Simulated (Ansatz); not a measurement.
The same calculation of CH4FNSSi2, SMILES N#C[Si](F)([SiH3])S as a Python script and as an input file (Ansatz 0.2.0 through its Python package).

`run_opt.py`:
```python
"""Geometry optimisation of CH4FNSSi2."""

import ansatz as az
import numpy as np


def main() -> None:
    geometry_ang = [
        ("N", (-2.8928, -1.4089, 0.5708)),
        ("C", (-2.0602, -0.6511, 0.3222)),
        ("Si", (-0.6461, 0.4794, -0.0739)),
        ("F", (-0.8531, 1.3796, -1.3637)),
        ("Si", (1.2176, -0.8783, -0.4422)),
        ("S", (-0.2613, 1.8612, 1.5658)),
        ("H", (2.4513, -0.0483, -0.7152)),
        ("H", (1.0439, -1.7708, -1.5856)),
        ("H", (1.5329, -1.6843, 0.8134)),
        ("H", (0.5508, 2.6703, 0.9114)),
    ]
    ch4fnssi2 = az.Crystal.molecule()
    for symbol, xyz in geometry_ang:
        ch4fnssi2 = ch4fnssi2.atom(symbol, xyz)

    base = ch4fnssi2.calculation().basis(gaussian="6-31G*").functional("pbe0")
    symbols = [site.symbol for site in ch4fnssi2.cartesian_sites]
    start = np.array([site.position_ang for site in ch4fnssi2.cartesian_sites], dtype=float)
    def progress(event):
        if event["event"] == "relax_step":
            row = event["data"]
            print(f"step {row['step']:3d}  E = {row['lagrangian_ev']:.6f} eV  largest force component {row['allowed_force_max_ev_ang']:.4f} eV/A")


    r = base.relax(force_tolerance=0.01, max_steps=100).session().plan().execute(on_event=progress).report
    end = np.array(r["positions_ang"])

    print(f"E = {r['free_energy_ev']:.6f} eV = {r['free_energy_ev'] / 27.211386246:.7f} Ha")
    print("converged:", r["converged"], " doubts:", r["published_state_doubts"] or "none")

    print("final positions (A) and the move of each atom")
    for symbol, xyz, old in zip(symbols, end, start):
        print(f"{symbol:2s} {xyz[0]:10.5f} {xyz[1]:10.5f} {xyz[2]:10.5f}   {np.linalg.norm(xyz - old):7.4f}")
    with open("ch4fnssi2_opt.xyz", "w") as handle:
        handle.write(f"{len(symbols)}\nrelaxed CH4FNSSi2\n")
        handle.writelines(f"{s:2s} {x:11.6f} {y:11.6f} {z:11.6f}\n" for s, (x, y, z) in zip(symbols, end))


if __name__ == "__main__":
    main()
```

Output of `python run_opt.py`:
```text
step   1  E = -31883.778110 eV  largest force component 1.2942 eV/A
step   2  E = -31883.912893 eV  largest force component 0.9676 eV/A
step   3  E = -31883.982480 eV  largest force component 0.4598 eV/A
step   4  E = -31883.996488 eV  largest force component 0.2126 eV/A
step   5  E = -31884.009472 eV  largest force component 0.1315 eV/A
step   6  E = -31884.010781 eV  largest force component 0.1300 eV/A
step   7  E = -31884.016161 eV  largest force component 0.0228 eV/A
step   8  E = -31884.016926 eV  largest force component 0.0353 eV/A
step   9  E = -31884.016953 eV  largest force component 0.0536 eV/A
step  10  E = -31884.017142 eV  largest force component 0.0184 eV/A
step  11  E = -31884.017192 eV  largest force component 0.0029 eV/A
E = -31884.017222 eV = -1171.7160212 Ha
converged: True  doubts: none
final positions (A) and the move of each atom
N    -2.91878   -1.26656    0.68516    0.1844
C    -2.05090   -0.56300    0.36671    0.0991
Si   -0.60670    0.48099   -0.12984    0.0684
F    -1.02189    1.19359   -1.51455    0.2930
Si    1.29419   -0.83446   -0.44794    0.0884
S    -0.44707    1.87877    1.46237    0.2133
H     2.45980    0.06643   -0.66595    0.1251
H     1.11066   -1.72331   -1.62552    0.0911
H     1.50700   -1.64110    0.78229    0.0592
H     0.75669    2.35746    1.09027    0.4150
```

`input.yaml`:
```yaml
crystal:
  periodic: [false, false, false]
  atoms:
    - { symbol: "N", position_ang: [-2.8928, -1.4089, 0.5708] }
    - { symbol: C, position_ang: [-2.0602, -0.6511, 0.3222] }
    - { symbol: Si, position_ang: [-0.6461, 0.4794, -0.0739] }
    - { symbol: F, position_ang: [-0.8531, 1.3796, -1.3637] }
    - { symbol: Si, position_ang: [1.2176, -0.8783, -0.4422] }
    - { symbol: S, position_ang: [-0.2613, 1.8612, 1.5658] }
    - { symbol: H, position_ang: [2.4513, -0.0483, -0.7152] }
    - { symbol: H, position_ang: [1.0439, -1.7708, -1.5856] }
    - { symbol: H, position_ang: [1.5329, -1.6843, 0.8134] }
    - { symbol: H, position_ang: [0.5508, 2.6703, 0.9114] }
basis:
  gaussian:
    orbitals: "6-31G*"
hamiltonian:
  xc: pbe0
relax:
  f_tol: 0.01
  max_steps: 100
```

Reading the output:
- Total energies depend on the basis set; only differences at equal settings carry meaning.
- The end point is the stationary point reached from this start; no frequency run checks that it is a minimum, and the basis set is modest.
- It ran for 75 s on 1 thread of Arm Neoverse V2, on a shared host, peak memory 0.33 GiB.

(Lines on the test bed's own set-up are left out of the output.)
